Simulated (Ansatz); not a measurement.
# BrGaH5N: the cost of one run

Method: RKS B3LYP-D4/def2-mTZVP, in Ansatz 0.2.0.

**1. Starting point**

Bond lengths: Ga1–N2 2.280 Å, N2–H3 1.060 Å, N2–H4 1.060 Å, Ga1–H5 1.570 Å, Ga1–H6 1.570 Å, Ga1–Br7 2.720 Å, Br7–H8 1.786 Å. Angles: Ga1–N2–H3 120.0°, Ga1–N2–H4 120.0°, H3–N2–H4 120.0°, N2–Ga1–H5 120.0°, N2–Ga1–H6 120.0°, N2–Ga1–Br7 71.6°, H5–Ga1–H6 120.0°, H5–Ga1–Br7 105.4°, H6–Ga1–Br7 92.8°, Ga1–Br7–H8 61.8°.

Coordinates:

```xyz
8

Ga    0.0000    0.0000    0.0000
N     0.0000    0.0000    2.2800
H    -0.8770   -0.2713    2.8100
H     0.8770    0.2713    2.8100
H     1.3596    0.0000   -0.7850
H    -1.3596    0.0000   -0.7850
Br   -0.3402    2.5587    0.8577
H    -0.1693    1.2731    2.0855
```

**2. Pulling towards end A**

Springs on the bonds that form and break draw the guess towards this end; the thresholds are loose.

input.yaml

```yaml
crystal:
  periodic: [false, false, false]
  atoms:
    - { symbol: Ga, position_ang: [0.0, 0.0, 0.0] }
    - { symbol: "N", position_ang: [0.0, 0.0, 2.28] }
    - { symbol: H, position_ang: [-0.877, -0.2713, 2.81] }
    - { symbol: H, position_ang: [0.877, 0.2713, 2.81] }
    - { symbol: H, position_ang: [1.3596, 0.0, -0.785] }
    - { symbol: H, position_ang: [-1.3596, 0.0, -0.785] }
    - { symbol: Br, position_ang: [-0.3402, 2.5587, 0.8577] }
    - { symbol: H, position_ang: [-0.1693, 1.2731, 2.0855] }
basis:
  gaussian: { orbitals: def2-mTZVP }
hamiltonian:
  xc: b3lyp
  dispersion: d4
relax:
  f_tol: 0.15
  max_steps: 25
  restrain:
    - { distance: [0, 6], at: 3.62, k: 30.0 }
    - { distance: [7, 1], at: 2.26, k: 30.0 }
    - { distance: [0, 1], at: 1.93, k: 30.0 }
    - { distance: [7, 6], at: 1.55, k: 30.0 }
```

Launch:

```bash
> ansatz run input.yaml --threads 2 --pin off --max-ram 3072MiB --backend cpu --events-out ev --progress --plain --runs-dir out
```

What time and memory should one allow on 2 threads of Arm Neoverse V1, shared host?

About 34 s, with a peak of 0.25 GiB.
